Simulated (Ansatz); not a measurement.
**Boron, fcc: r²SCAN0 at the r²SCAN geometry**

Aim: see what exact exchange does to the levels, and what it costs. Spin polarisation is left out. The geometry was relaxed under r²SCAN beforehand and is kept. Exact exchange is dear, so the k-mesh is coarse, and r²SCAN is run on the same mesh for comparison.

Method: DFT, plane waves (500 eV) with PBE-made PAW files, scalar-relativistic; functionals as named at each step, in Ansatz 0.2.0.

### 1 Starting point

Symmetry: Fm-3m, No. 225, cubic system. The conventional cell has a = 2.855 Å, b = 2.855 Å, c = 2.855 Å, α = 90.00°, β = 90.00°, γ = 90.00°. B (site symmetry m-3m) is surrounded by 12 B at 2.02 Å.

Coordinates:

```xyz
1
Lattice="0.0000 1.4277 1.4277 1.4277 0.0000 1.4277 1.4277 1.4277 0.0000" Properties=species:S:1:pos:R:3 pbc="T T T"
B     0.0000    0.0000    0.0000
```

### 2 r²SCAN on the coarse mesh

The run with r²SCAN.

input.yaml reads:

```yaml
crystal:
  lattice:
    - [0.0, 1.4276959918, 1.4276959918]
    - [1.4276959918, 0.0, 1.4276959918]
    - [1.4276959918, 1.4276959918, 0.0]
  atoms:
    - { symbol: B, position: [0.0, 0.0, 0.0] }
hamiltonian:
  xc: r2scan
  pseudopotentials:
    kind: paw
    azcp:
      B: "pseudopotentials/B.paw.azcp"
basis:
  ecutwfc: 500
  fft_grid_basis: typed
kpoints:
  mp_grid: { grid: [10, 10, 10], shift: [0, 0, 0] }
magnetization:
  spin_polarized: false
scf:
  occupations: { method: fermi_dirac, width: 0.1 }
```

Command:

```bash
$ ansatz run input.yaml --threads 4 --pin off --max-ram 8192MiB --backend cpu --events-out ev --progress --plain --runs-dir out
```

### 3 r²SCAN0 on the coarse mesh

The run with r²SCAN0.

input.yaml: that of step 2 with these lines changed.

```diff
@@ -8,3 +8,3 @@
 hamiltonian:
-  xc: r2scan
+  xc: r2scan0
   pseudopotentials:
@@ -22 +22,6 @@
   occupations: { method: fermi_dirac, width: 0.1 }
+output:
+  write_density: true
+  write_potential: true
+  elf: true
+  volumetric_format: npy
```

(Steps that only read results are left out.)

Q: Predict the outcome of this session. Wanted: r²SCAN: gap; r²SCAN0: gap; r²SCAN0: relative to alpha-rhombohedral.

The runs gave:

| quantity | value |
| --- | --- |
| r²SCAN: gap | none (levels filled in part) |
| r²SCAN0: gap | none (levels filled in part) |
| r²SCAN0: SCF cycles, exchange loops | 13, 2 |
| r²SCAN0: CPU time over that of r²SCAN | 22 |
| r²SCAN0: relative to alpha-rhombohedral (B12) | +1532 meV/atom |

What this shows: Both r²SCAN and r²SCAN0 leave levels filled in part. The hybrid took 22 times as much CPU time as r²SCAN on the same settings. The exchange operator of r²SCAN0 was renewed in 2 outer loops. The dense-mesh value adds -14.7 meV/atom, the change that r²SCAN shows between the coarse mesh and its own dense run (not shown). Under r²SCAN0 it lies 1532 meV/atom above alpha-rhombohedral (B12) (computed apart in the same way); on such meshes a few tens of meV are uncertain for metals. Absolute energies differ from functional to functional, by eV per atom at times, and say nothing by themselves.
